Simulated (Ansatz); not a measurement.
# AlFH₇NSi₂, SMILES [F][AlH][N]([SiH3])[SiH3]: a single point in a Gaussian basis

Computed with the Python package of Ansatz (0.2.0).

The script, `alfh7nsi2_energy.py`:
```python
'''Single point of AlFH7NSi2 in a Gaussian basis.'''

from pathlib import Path
import json
import logging
import sys

import ansatz as az
import numpy as np

logging.basicConfig(stream=sys.stdout, format='%(levelname)s %(message)s')
logger = logging.getLogger('ansatz_job')
logger.setLevel(logging.INFO)

BASIS_SET = '6-31G*'
XC = 'revpbe0'

geometry_ang = [
    ('F', (-2.1699, 1.0905, -1.1731)),
    ('Al', (-0.8789, 1.6602, -0.108)),
    ('N', (0.4293, 0.4106, 0.4276)),
    ('Si', (-0.2997, -0.9284, 1.2715)),
    ('Si', (1.2188, -0.2635, -1.0591)),
    ('H', (-0.7991, 3.1934, 0.3902)),
    ('H', (0.6376, -1.9528, 1.6812)),
    ('H', (-1.3302, -1.5381, 0.3754)),
    ('H', (-1.044, -0.4155, 2.5224)),
    ('H', (1.8832, 0.826, -1.762)),
    ('H', (0.1868, -0.8828, -1.877)),
    ('H', (2.2431, -1.2547, -0.6551)),
]
alfh7nsi2 = az.Crystal.molecule()
for symbol, xyz in geometry_ang:
    alfh7nsi2 = alfh7nsi2.atom(symbol, xyz)

calculation = alfh7nsi2.calculation().basis(gaussian=BASIS_SET).functional(XC).forces().orbitals()
outcome = calculation.run(threads=1, runs_dir='runs')
rep = outcome.report

for key in ('converged', 'free_energy_ev', 'reference_energy_ev', 'n_frozen', 'n_occupied', 'n_virtual'):
    logger.info(f'{key:22s} {rep[key]}')

symbols = [site.symbol for site in alfh7nsi2.cartesian_sites]
logger.info('forces (eV/A)')
for symbol, f in zip(symbols, rep['forces_ev_ang']):
    logger.info(f'  {symbol:2s} {f[0]:9.4f} {f[1]:9.4f} {f[2]:9.4f}')

charges = rep['charge_distribution']
print('dipole moment', round(4.803205 * float(np.linalg.norm(charges['dipole_moment_e_ang'])), 3), 'D')
print('Mulliken:', [(s, round(q, 3)) for s, q in zip(symbols, charges['mulliken_charges_e'])])

lines = Path(rep['orbitals_path']).read_text().splitlines()
field_of = lambda key: [line.split('=')[1].strip() for line in lines if line.startswith(key)]
orbitals = [(27.211386 * float(e), s, float(n)) for e, s, n in zip(field_of('Ene='), field_of('Spin='), field_of('Occup='))]
homo = max(e for e, _, n in orbitals if n > 0.5)
lumo = min(e for e, _, n in orbitals if n < 0.5)
for e, spin, n in sorted(orbitals):
    if homo - 10 < e < lumo + 5:
        logger.info(f'{spin:6s} {e:10.3f} eV  occupation {n:.0f}')
with open('alfh7nsi2.json', 'w') as handle:
    json.dump({k: rep[k] for k in ('free_energy_ev', 'reference_energy_ev', 'n_occupied', 'n_virtual')}, handle, indent=1)
```

```console
$ python alfh7nsi2_energy.py
INFO converged              True
INFO free_energy_ev         -26667.892163327077
INFO reference_energy_ev    -26667.892163327077
INFO n_frozen               0
INFO n_occupied             [32, 32]
INFO n_virtual              [69, 69]
INFO forces (eV/A)
INFO   F     1.8283    0.9745    1.5215
INFO   Al   -0.7786   -0.8702   -0.6941
INFO   N    -0.4117    0.3737   -1.4971
INFO   Si   -1.3943    0.6537    0.6980
INFO   Si   -0.0704    0.3646    1.5796
INFO   H    -0.1718   -0.4743   -0.2651
INFO   H     0.6372   -0.5078    0.2048
INFO   H    -0.0353   -0.2770    0.1762
INFO   H     0.3919   -0.2144   -0.6206
INFO   H     0.2073    0.5094   -0.4412
INFO   H    -0.2682   -0.3874   -0.6409
INFO   H     0.0656   -0.1446   -0.0212
dipole moment 1.107 D
Mulliken: [('F', -0.44), ('Al', 0.851), ('N', -0.86), ('Si', 0.459), ('Si', 0.468), ('H', -0.09), ('H', -0.06), ('H', -0.062), ('H', -0.091), ('H', -0.068), ('H', -0.041), ('H', -0.064)]
INFO Alpha     -15.470 eV  occupation 2
INFO Alpha     -14.651 eV  occupation 2
INFO Alpha     -12.656 eV  occupation 2
INFO Alpha     -11.428 eV  occupation 2
INFO Alpha     -11.215 eV  occupation 2
INFO Alpha     -10.872 eV  occupation 2
INFO Alpha     -10.633 eV  occupation 2
INFO Alpha     -10.530 eV  occupation 2
INFO Alpha     -10.059 eV  occupation 2
INFO Alpha      -9.717 eV  occupation 2
INFO Alpha      -9.390 eV  occupation 2
INFO Alpha      -8.990 eV  occupation 2
INFO Alpha      -7.698 eV  occupation 2
INFO Alpha      -1.174 eV  occupation 0
INFO Alpha      -0.664 eV  occupation 0
INFO Alpha       0.382 eV  occupation 0
INFO Alpha       1.356 eV  occupation 0
INFO Alpha       1.738 eV  occupation 0
INFO Alpha       2.001 eV  occupation 0
INFO Alpha       2.085 eV  occupation 0
INFO Alpha       2.716 eV  occupation 0
INFO Alpha       3.264 eV  occupation 0
INFO Alpha       3.281 eV  occupation 0
```

`alfh7nsi2.json`, as written:
```json
{
 "free_energy_ev": -26667.892163327077,
 "reference_energy_ev": -26667.892163327077,
 "n_occupied": [
  32,
  32
 ],
 "n_virtual": [
  69,
  69
 ]
}
```

Notes:
- Total energies depend on the basis set; only differences at equal settings carry meaning.
- The geometry is a force-field or estimated start, not a minimum of this method, and the basis set is short of its limit.
- Alpha marks a spatial orbital of a restricted run, filled by both spins.
- Levels such as HOMO and LUMO are orbital energies: with these approximate functionals they aren't the ionisation energy and electron affinity, and their gap isn't the fundamental gap.
- Timing: 7.2 s on 1 thread of Intel(R) Xeon(R) Platinum 8488C (Sapphire Rapids), with other jobs on the host, peak memory 0.29 GiB.

(Lines on the test bed's own set-up are left out of the output.)
